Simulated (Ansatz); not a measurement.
# CH₆Ge (singlet): the correlation ladder, cc-pVDZ

How much of the correlation energy of CH₆Ge (singlet) does each wave-function method recover here?

The runs use Ansatz 0.2.0, Gaussian basis; cc-pVDZ, core rule «outside noble gas», up to 15 orbitals frozen.

Plan: UHF; CCSD(T) on RHF; BCCD(T) on RHF; CISD; CCSDT(Q) on RHF; CASSCF and NEVPT2, 8 electrons in 8 orbitals.

9 further runs of the same task are left out: 5 that didn't finish, 4 set aside as unsound or not needed. Runs told in other sessions of the task aren't counted.

**1. What is computed**

The geometry is a PBE0/def2-TZVP stationary point (not a proven minimum). No spin-orbit coupling is included. The filled d shell of Ge may be among the frozen orbitals whatever the setting's name suggests.

8 atoms, charge 0, spin multiplicity 1.

Atoms are counted from 1 here; the program's logs count them from 0.

Bond lengths: Ge1–C2 1.953 Å, Ge1–H3 1.539 Å, Ge1–H4 1.539 Å, Ge1–H5 1.539 Å, C2–H6 1.091 Å, C2–H7 1.091 Å, C2–H8 1.091 Å. Angles: C2–Ge1–H3 110.4°, C2–Ge1–H4 110.4°, C2–Ge1–H5 110.4°, H3–Ge1–H4 108.5°, H3–Ge1–H5 108.5°, H4–Ge1–H5 108.5°, Ge1–C2–H6 110.3°, Ge1–C2–H7 110.3°, Ge1–C2–H8 110.3°, H6–C2–H7 108.6°, H6–C2–H8 108.6°, H7–C2–H8 108.6°.

**2. UHF**

Input file in.yaml:

```yaml
crystal:
  periodic: [false, false, false]
  atoms:
    - {symbol: Ge, position_ang: [-0.318468, -0.001405, 0.000132]}
    - {symbol: C, position_ang: [1.634832, 0.007215, -0.000679]}
    - {symbol: H, position_ang: [-0.862498, 1.438686, 0.006420]}
    - {symbol: H, position_ang: [-0.852411, -0.730260, 1.246546]}
    - {symbol: H, position_ang: [-0.853495, -0.719761, -1.251900]}
    - {symbol: H, position_ang: [2.017478, -1.014007, -0.005136]}
    - {symbol: H, position_ang: [2.011093, 0.516606, 0.887172]}
    - {symbol: H, position_ang: [2.010325, 0.524051, -0.884544]}
basis:
  gaussian: {orbitals: cc-pVDZ}
magnetization: {spin_polarized: true, initial_magnetization: 0}
hamiltonian: {xc: hf}
output: {orbitals: {seedname: orbitals}}
```

Run with:

```console
$ ansatz run in.yaml --threads 1 --pin off --events-out ev --progress --plain --max-ram 2393MiB
```

After this run come: CCSD(T) on RHF; BCCD(T) on RHF; CISD; CCSDT(Q) on RHF; CASSCF and NEVPT2, 8 electrons in 8 orbitals.

Q: Predict the results of all the runs planned. Wanted: RCCSDT(Q) from the RHF energy; RMP2 from RCCSDT(Q); RCCSD from RCCSDT(Q); RCCSD(T) from RCCSDT(Q); NEVPT2 frontier from RCCSDT(Q); T1 diagnostic.

**Answer**, as computed:

```
                         quantity                      value
    RCCSDT(Q) from the RHF energy                 -8.3115 eV
              RMP2 from RCCSDT(Q)            +31.41 kcal/mol
             RCCSD from RCCSDT(Q)             +5.10 kcal/mol
          RCCSD(T) from RCCSDT(Q)             +0.73 kcal/mol
   NEVPT2 frontier from RCCSDT(Q)            +33.43 kcal/mol
levels within 1 kcal/mol (43 meV)  RCCSD(T), BCCD(T), RCCSDT
                    T1 diagnostic                      0.008
```

In words: RCCSD(T) misses by +0.73 kcal/mol, 0.4 % of the correlation energy. These misses are within one basis, not against nature.
